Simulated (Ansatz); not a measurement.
# CH5ClFNOZr: one species, many methods

An exercise on one series of results from a longer session: the logs are not shown, and one member is left open.

The runs use Ansatz 0.2.0, Gaussian basis; functionals in def2-TZVPP, the program's frozen cores in correlated methods.

Plan: LDA (SPW92), PBE-D4, revPBE-D4, BLYP-D4, r2SCAN-D4, B97M-V, PBE0-D4, B3LYP-D4, r2SCANh-D4, r2SCAN0-D4, HSE06-D4, BHLYP-D4, CAM-B3LYP-D4, LC-ωPBE, ωB97X-V, ωB97M-V, B2PLYP, PBE-QIDH; CCSD(T)/def2-SVP; CCSD(T)/def2-TZVPP; MP2/def2-QZVPP; extrapolation to the limit; RPA on PBE.

1 further run of the same task is left out (for a known fault of the program).

### The relaxed structure

An earlier PBE0-D4 in a triple-zeta def2 set relaxation fixed the geometry. Zr takes the def2 core potential; no spin-orbit term is included.

11 atoms, charge 0, spin multiplicity 1.

Atoms are counted from 1 here; the program's logs count them from 0.

Bond lengths: C1–N2 1.450 Å, C1–H7 1.096 Å, C1–H8 1.092 Å, C1–H9 1.096 Å, N2–Zr3 2.007 Å, N2–H10 1.015 Å, Zr3–O4 1.909 Å, Zr3–F5 1.912 Å, Zr3–Cl6 2.378 Å, O4–H11 0.953 Å. Angles: N2–C1–H7 111.9°, N2–C1–H8 109.8°, N2–C1–H9 111.9°, H7–C1–H8 107.4°, H7–C1–H9 108.1°, H8–C1–H9 107.5°, C1–N2–Zr3 130.7°, C1–N2–H10 111.3°, Zr3–N2–H10 118.0°, N2–Zr3–O4 106.2°, N2–Zr3–F5 107.6°, N2–Zr3–Cl6 108.8°, O4–Zr3–F5 115.4°, O4–Zr3–Cl6 110.5°, F5–Zr3–Cl6 108.1°, Zr3–O4–H11 162.6°.

The first run:

in.yaml reads:

```yaml
crystal:
  periodic: [false, false, false]
  atoms:
    - {symbol: C, position_ang: [1.384697, -1.012499, -0.278214]}
    - {symbol: N, position_ang: [0.776236, 0.289233, -0.468913]}
    - {symbol: Zr, position_ang: [-0.987970, 1.012594, 0.156544]}
    - {symbol: O, position_ang: [-2.077674, -0.505529, 0.548678]}
    - {symbol: F, position_ang: [-1.654542, 2.170798, -1.210407]}
    - {symbol: Cl, position_ang: [-0.633946, 2.310074, 2.117164]}
    - {symbol: H, position_ang: [1.627297, -1.493889, -1.232114]}
    - {symbol: H, position_ang: [0.693102, -1.670267, 0.252786]}
    - {symbol: H, position_ang: [2.303361, -0.952106, 0.316008]}
    - {symbol: H, position_ang: [1.386337, 0.908188, -0.992455]}
    - {symbol: H, position_ang: [-2.816907, -1.056609, 0.790915]}
basis:
  gaussian: {orbitals: def2-TZVPP}
hamiltonian: {xc: lda}
output: {orbitals: {seedname: orbitals}}
```

The run is started by

```console
$ ansatz run in.yaml --threads 2 --pin off --events-out ev --progress --plain --max-ram 32768MiB --backend cuda --devices 0, --max-vram 18GiB
```

Among the steps run: LDA; PBE-D4 (GGA); revPBE-D4 (GGA); BLYP-D4 (GGA); r2SCAN-D4 (meta-GGA); B97M-V (meta-GGA); B3LYP-D4 (hybrid); r2SCANh-D4 (hybrid); r2SCAN0-D4 (hybrid); HSE06-D4 (hybrid); BHLYP-D4 (hybrid); CAM-B3LYP-D4 (range-separated); LC-ωPBE (range-separated); ωB97X-V (range-separated); ωB97M-V (range-separated); B2PLYP (double hybrid); PBE-QIDH (double hybrid).

One of the session's tables, all rows but one given; the rest of the session is left out.

It belongs to the step «Frontier levels by functional». 

| functional | HOMO (eV) | gap (eV) |
| --- | --- | --- |
| LDA (SPW92) | -6.09 | 4.17 |
| PBE-D4 | -5.93 | 4.25 |
| revPBE-D4 | -5.86 | 4.28 |
| BLYP-D4 | -5.81 | 4.24 |
| r2SCAN-D4 | -6.19 | 4.71 |
| B97M-V | -6.25 | 4.81 |
| PBE0-D4 | -7.25 | 6.48 |
| B3LYP-D4 | -7.03 | 6.02 |
| r2SCANh-D4 | -6.69 | 5.54 |
| r2SCAN0-D4 | ? | ? |
| HSE06-D4 | -6.85 | 5.70 |
| BHLYP-D4 | -8.49 | 8.62 |
| CAM-B3LYP-D4 | -8.63 | 8.89 |
| LC-ωPBE | -9.98 | 11.29 |
| ωB97X-V | -9.62 | 10.81 |
| ωB97M-V | -9.53 | 10.17 |

Estimate the missing values for r2SCAN0-D4.

Worked estimate for «HOMO (eV)». Against the share of exact exchange, r2SCAN-D4 (0, -6.19), r2SCANh-D4 (0.1, -6.69) give a slope of -5.00 per unit share; at 0.25 the line stands at -7.44.

**Answer.** HOMO (eV): -7.44; gap (eV): 6.80. In «HOMO (eV)» the line misses by 0.00.
